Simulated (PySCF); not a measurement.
**C₂H₆GeO₂: NMR shifts, electronic excitations and K edges in gas and solvents**

Aim: compute the NMR shifts, electronic excitations and K edges of C₂H₆GeO₂ (`CO[C](=O)[GeH3]`), and see what a dielectric continuum does where one was used.

The runs use PySCF 2.14.0, with density-fitted response routines of our own; the level of theory stands in each step. All values are computed, except where a source is named. Atoms are numbered from 0 throughout.

### Step 1. Starting geometry

11 atoms, charge 0, multiplicity 1; geometry from: GFN2-xTB.

Bonds of the start (Å): C0–O1 1.43, O1–C2 1.33, C2–O3 1.20, C2–Ge4 1.98, C0–H5 1.09, C0–H6 1.09, C0–H7 1.09, Ge4–H8 1.49, Ge4–H9 1.49, Ge4–H10 1.49.

### Step 2. Geometry optimisation at PBE0-D3(BJ)/def2-SVP

What the job is given:

```
{"job": {"xc": "PBE0", "basis": "def2-SVP", "d3": "d3bj", "grid": 1, "kind": "geom"}, "charge": 0, "multiplicity": 1}
C      2.000325     0.099094     0.332811
O      0.588365     0.031631     0.521343
C     -0.171597     0.036882    -0.570042
O      0.245801     0.099619    -1.692693
Ge    -2.059491    -0.109377     0.009856
H      2.263205     1.023953    -0.183580
H      2.338143    -0.747571    -0.267273
H      2.447273     0.071973     1.323067
H     -2.975906     0.563239    -0.954888
H     -2.460873    -1.545914     0.083945
H     -2.209821     0.479140     1.371491
```

Launch:

```console
OMP_NUM_THREADS=1 python probes_run.py task.json out
```

The driver reads the jobs from task.json and runs them one after another.

What it wrote:

```text
step   0  E = -2306.31391205  max force = 0.016976
step   1  E = -2306.31690941  max force = 0.004240
step   2  E = -2306.31706192  max force = 0.002733
step   3  E = -2306.31699347  max force = 0.003775
step   4  E = -2306.31709568  max force = 0.000693
step   5  E = -2306.31710237  max force = 0.000186
optimisation converged
```

It took 32 s on 1 thread of Arm Neoverse V1, shared host; peak memory 0.49 GiB.

The steps of the relaxation: (the energy doesn't fall at every step)

```
step  energy from step 0 (eV)  largest force component (eV/Å)
   0                   0.0000                          0.8729
   1                  -0.0816                          0.2180
   2                  -0.0857                          0.1405
   3                  -0.0838                          0.1941
   4                  -0.0866                          0.0356
   5                  -0.0868                          0.0096
```

Distances of close pairs at the start and the end, largest changes first:

```
   bond  before (Å)  after (Å)  change (Å)
Ge4–H10       1.491      1.535      +0.044
 Ge4–H9       1.493      1.537      +0.044
 Ge4–H8       1.491      1.534      +0.043
 C2–Ge4       1.980      1.991      +0.011
  C0–H7       1.087      1.096      +0.009
  O1–C2       1.330      1.339      +0.009
  C0–H5       1.091      1.100      +0.009
  C0–H6       1.091      1.100      +0.009
```

The end geometry stands in the next job.

```
                         at the end point                value
  point group (found at 0.08 Å tolerance)                   C1
rotational constants (GHz, main isotopes)  8.506, 1.586, 1.372
                        dipole moment (D)                 1.67
```

### Step 3. Nuclear shieldings: PBE0/pcSseg-1 in chloroform

What the job is given:

```
{"job": {"kind": "nmr", "xc": "PBE0", "basis": "pcSseg-1", "solvent": "chloroform", "pop": true}, "charge": 0, "multiplicity": 1}
C      2.089843    -0.131783     0.407850
O      0.705609    -0.181483     0.729849
C     -0.139853    -0.177187    -0.308090
O      0.214229    -0.133158    -1.454696
Ge    -2.035675    -0.302884     0.288071
H      2.328883     0.790438    -0.142038
H      2.376943    -0.991120    -0.215827
H      2.628219    -0.155946     1.361993
H     -2.897567     0.413394    -0.759064
H     -2.401890    -1.794905     0.338045
H     -2.215289     0.326885     1.676864
```

Level: GIAO PBE0/pcSseg-1 NMR shielding, non-relativistic, IEF-PCM chloroform.

What it wrote:

```text
coarse grid: 42968 points
cycle   1  E = -2306.3500311947  dE = -7.603e-02  |g| = 1.162e+00  |ddm| = 3.007e+00
cycle   2  E = -2306.0359334549  dE =  3.141e-01  |g| = 1.711e+00  |ddm| = 1.450e+00
cycle   3  E = -2306.4851193788  dE = -4.492e-01  |g| = 3.604e-01  |ddm| = 1.098e+00
cycle   4  E = -2306.5057685790  dE = -2.065e-02  |g| = 1.106e-01  |ddm| = 2.323e-01
cycle   5  E = -2306.5074980056  dE = -1.729e-03  |g| = 3.479e-02  |ddm| = 7.049e-02
cycle   6  E = -2306.5076846451  dE = -1.866e-04  |g| = 7.029e-03  |ddm| = 1.947e-02
cycle   7  E = -2306.5076912337  dE = -6.589e-06  |g| = 9.175e-04  |ddm| = 4.968e-03
final grid: 90104 points
cycle   8  E = -2306.5077012994  dE =  1.911e-07  |g| = 1.476e-03  |ddm| = 1.618e-03
cycle   9  E = -2306.5077002053  dE =  1.094e-06  |g| = 2.908e-03  |ddm| = 2.279e-03
cycle  10  E = -2306.5077016720  dE = -1.467e-06  |g| = 1.943e-04  |ddm| = 1.540e-03
cycle  11  E = -2306.5077016773  dE = -5.270e-09  |g| = 2.627e-05  |ddm| = 1.283e-04
cycle  12  E = -2306.5077016774  dE = -1.114e-10  |g| = 8.512e-06  |ddm| = 2.137e-05
converged SCF energy = -2306.5077016774

GIAO shielding tensors (ppm)
atom      isotropic    diamagn.    paramagn.     s11        s22        s33       span
  0 C      132.724     245.055    -112.332    100.248    120.652    177.271     77.023
  1 O      106.046     401.571    -295.525   -104.170    208.557    213.752    317.922
  2 C       -1.475     254.149    -255.625    -96.275     25.765     66.085    162.360
  3 O     -162.020     405.256    -567.276   -515.185   -243.912    273.037    788.222
  4 Ge    1594.594    2754.171   -1159.577   1506.566   1627.277   1649.940    143.375
  5 H       27.510      29.288      -1.778     23.727     25.385     33.417      9.691
  6 H       27.493      28.959      -1.466     23.734     25.422     33.322      9.588
  7 H       27.562      28.107      -0.545     23.878     26.033     32.776      8.899
  8 H       27.215      27.193       0.022     21.046     22.654     37.945     16.900
  9 H       27.006      27.071      -0.065     21.444     22.351     37.223     15.778
 10 H       26.950      27.480      -0.530     20.498     22.907     37.445     16.947
```

It took 13 s on 1 thread of Arm Neoverse V1, shared host; peak memory 0.87 GiB.

Shifts follow as δ = σ(reference) − σ, with reference shieldings (ppm) from runs at the same level and on the same kind of geometry: 1H TMS 31.25, 13C TMS 185.2, 17O H2O 341.0, 73Ge GeMe4 1330. The references are single molecules in the same continuum, so shifts against H2O, NH3, PH3, H3PO4 or CFCl3 are not on the usual liquid scales and can be off by tens of ppm. Atoms listed in one row are averaged.

```
      atoms                              environment  σ (ppm)  δ (ppm)
         C2                          carbonyl carbon     -1.5    186.6
         C0                methyl carbon bonded to O    132.7     52.4
H8, H9, H10      hydrogen on a germanium bonded to C    27.06     4.19
 H5, H6, H7  hydrogen on a methyl carbon bonded to O    27.52     3.73
         O3                    ester carbonyl oxygen   -162.0    503.0
         O1                      ester alkoxy oxygen    106.0    234.9
        Ge4               germanium bonded to C, 3 H     1595     -265
```

Charges from the same density, by scheme (e):

```
atoms  Mulliken    IAO  Hirshfeld  ESP fit
   C0     -0.06  -0.22      -0.03    -0.15
   O1     -0.46  -0.33      -0.11    -0.35
   C2      0.21   0.31       0.13     0.63
   O3     -0.43  -0.47      -0.28    -0.55
  Ge4      0.31   0.43       0.30     0.08
```

Mayer bond orders: C0–O1 0.85, O1–C2 1.08, C2–O3 1.87, C2–Ge4 0.74.

### Step 4. NMR shieldings: PBE0/pcSseg-1 in dimethylsulfoxide

Same as in step 3 but for these lines:

```diff
@@ -1,2 +1,2 @@
-{"job": {"kind": "nmr", "xc": "PBE0", "basis": "pcSseg-1", "solvent": "chloroform", "pop": true}, "charge": 0, "multiplicity": 1}
+{"job": {"kind": "nmr", "xc": "PBE0", "basis": "pcSseg-1", "solvent": "dimethylsulfoxide", "pop": false}, "charge": 0, "multiplicity": 1}
 C      2.089843    -0.131783     0.407850
```

With the program's defaults for keys left out, this is: GIAO PBE0/pcSseg-1 NMR shielding, non-relativistic, IEF-PCM dimethylsulfoxide.

What it wrote:

```text
coarse grid: 42968 points
cycle   1  E = -2306.3539226594  dE = -7.983e-02  |g| = 1.159e+00  |ddm| = 3.007e+00
cycle   2  E = -2306.0637991388  dE =  2.901e-01  |g| = 1.674e+00  |ddm| = 1.409e+00
cycle   3  E = -2306.4899117130  dE = -4.261e-01  |g| = 3.372e-01  |ddm| = 1.048e+00
cycle   4  E = -2306.5077727398  dE = -1.786e-02  |g| = 1.055e-01  |ddm| = 2.147e-01
cycle   5  E = -2306.5093221321  dE = -1.549e-03  |g| = 3.284e-02  |ddm| = 6.698e-02
cycle   6  E = -2306.5094903909  dE = -1.683e-04  |g| = 6.548e-03  |ddm| = 1.832e-02
cycle   7  E = -2306.5094959758  dE = -5.585e-06  |g| = 8.008e-04  |ddm| = 4.555e-03
final grid: 90104 points
cycle   8  E = -2306.5095060827  dE =  1.145e-07  |g| = 1.234e-03  |ddm| = 1.433e-03
cycle   9  E = -2306.5095053791  dE =  7.036e-07  |g| = 2.369e-03  |ddm| = 1.854e-03
cycle  10  E = -2306.5095063387  dE = -9.596e-07  |g| = 1.639e-04  |ddm| = 1.240e-03
cycle  11  E = -2306.5095063423  dE = -3.626e-09  |g| = 2.309e-05  |ddm| = 1.071e-04
cycle  12  E = -2306.5095063424  dE = -8.595e-11  |g| = 7.193e-06  |ddm| = 1.843e-05
converged SCF energy = -2306.5095063424

GIAO shielding tensors (ppm)
atom      isotropic    diamagn.    paramagn.     s11        s22        s33       span
  0 C      132.621     245.165    -112.544     99.730    120.577    177.555     77.826
  1 O      104.357     401.663    -297.306   -107.643    206.266    214.447    322.090
  2 C       -2.612     254.096    -256.708    -96.325     22.049     66.439    162.764
  3 O     -153.850     405.616    -559.466   -502.631   -234.291    275.371    778.001
  4 Ge    1593.213    2754.147   -1160.934   1505.218   1624.608   1649.813    144.595
  5 H       27.491      29.263      -1.772     23.716     25.349     33.408      9.691
  6 H       27.475      28.933      -1.457     23.724     25.387     33.315      9.590
  7 H       27.469      28.008      -0.539     23.767     25.925     32.716      8.950
  8 H       27.211      27.177       0.034     21.034     22.662     37.938     16.904
  9 H       26.974      27.022      -0.047     21.410     22.310     37.203     15.793
 10 H       26.923      27.431      -0.508     20.470     22.875     37.424     16.954
```

Wall time 11 s (1 thread of Arm Neoverse V1, shared host); peak memory 0.87 GiB.

Key values: δ C2 188.1, C0 52.9, O3 496.9, O1 238.7, H8 4.20, H5 3.76 ppm (means over like atoms).

### Step 5. Ultraviolet spectrum: CAM-B3LYP/def2-SVPD

Same as in step 4 but for these lines:

```diff
@@ -1,2 +1,2 @@
-{"job": {"kind": "nmr", "xc": "PBE0", "basis": "pcSseg-1", "solvent": "dimethylsulfoxide", "pop": false}, "charge": 0, "multiplicity": 1}
+{"job": {"kind": "uv", "xc": "CAM-B3LYP", "basis": "def2-SVPD", "dynamic": true, "nstates": 6, "ntriplets": 0}, "charge": 0, "multiplicity": 1}
 C      2.089843    -0.131783     0.407850
```

Level: TDDFT CAM-B3LYP/def2-SVPD, vertical, gas phase, core orbitals frozen in the response.

What it wrote:

```text
coarse grid: 42968 points
cycle   1  E = -2306.7119403076  dE =  5.402e-03  |g| = 9.346e-01  |ddm| = 3.928e+00
cycle   2  E = -2306.5065553654  dE =  2.054e-01  |g| = 1.438e+00  |ddm| = 2.137e+00
cycle   3  E = -2306.8657159245  dE = -3.592e-01  |g| = 1.920e-01  |ddm| = 1.403e+00
cycle   4  E = -2306.8712733932  dE = -5.557e-03  |g| = 6.996e-02  |ddm| = 2.068e-01
cycle   5  E = -2306.8721268439  dE = -8.535e-04  |g| = 1.557e-02  |ddm| = 6.819e-02
cycle   6  E = -2306.8721637891  dE = -3.695e-05  |g| = 4.718e-03  |ddm| = 2.036e-02
cycle   7  E = -2306.8721679125  dE = -4.123e-06  |g| = 9.138e-04  |ddm| = 6.881e-03
final grid: 90104 points
cycle   8  E = -2306.8721531088  dE = -1.987e-07  |g| = 9.034e-04  |ddm| = 3.463e-03
cycle   9  E = -2306.8721529248  dE =  1.839e-07  |g| = 1.438e-03  |ddm| = 1.895e-03
cycle  10  E = -2306.8721532763  dE = -3.515e-07  |g| = 1.352e-04  |ddm| = 1.214e-03
cycle  11  E = -2306.8721532798  dE = -3.477e-09  |g| = 6.174e-05  |ddm| = 1.806e-04
cycle  12  E = -2306.8721532811  dE = -1.235e-09  |g| = 2.051e-05  |ddm| = 1.476e-04
cycle  13  E = -2306.8721532812  dE = -9.686e-11  |g| = 6.086e-06  |ddm| = 3.444e-05
converged SCF energy = -2306.8721532812

Static polarisability (au): isotropic 64.585, principal 53.128 62.602 78.025

Singlet excitations
state   eV       nm        f      main configurations
  1   5.2681    235.3   0.00414   H->L 0.88
  2   7.2467    171.1   0.02329   H->L+1 0.81, H->L+2 0.09
  3   7.7476    160.0   0.09107   H-1->L 0.73, H->L+4 0.13
  4   7.9320    156.3   0.17637   H->L+2 0.59, H->L+4 0.10
  5   7.9613    155.7   0.03361   H-2->L 0.38, H-4->L 0.36, H->L+2 0.08
  6   8.1840    151.5   0.02568   H->L+3 0.61, H->L+4 0.22
```

Wall time 27 s (1 thread of Arm Neoverse V1, shared host); peak memory 0.78 GiB.

Frontier orbitals and where they lie:

```
orbital      eV                        atoms
 HOMO−3  -11.20   Ge4 41 %, H9 30 %, H8 14 %
 HOMO−2  -11.16  Ge4 36 %, H8 20 %, H10 19 %
 HOMO−1  -10.51    O1 45 %, O3 26 %, C0 11 %
   HOMO   -9.23   O3 53 %, C2 15 %, Ge4 14 %
   LUMO    0.62   C2 30 %, O3 23 %, Ge4 21 %
 LUMO+1    0.84   Ge4 47 %, C2 11 %, H10 9 %
 LUMO+2    1.32   Ge4 30 %, C0 13 %, C2 11 %
```

With each of the 6 states as a Gaussian band of 0.4 eV half-width at 1/e, the curve within the window shown has maxima at 235 nm (ε 170), 157 nm (ε 12,000) L/(mol cm). Beyond the last state computed it falls off for lack of states. The curve at chosen wavelengths:

```tsv
nm	ε (L/mol/cm)
146	2027
151	7499
156	12181
160	10908
165	5947
170	2532
175	1104
179	551
184	188
189	48
194	9
198	2
203	2
208	9
213	25
217	49
222	91
227	134
232	162
236	167
241	152
246	120
251	84
255	59
260	35
265	19
```

Ground-state properties from the same run:

```
           property  computed
  dipole moment (D)      1.83
polarisability (Å³)      9.57
 HOMO–LUMO gap (eV)      9.85
      −ε(HOMO) (eV)      9.23
C6 with itself (au)      1610
```

(Part 1 of 2 ends here.)
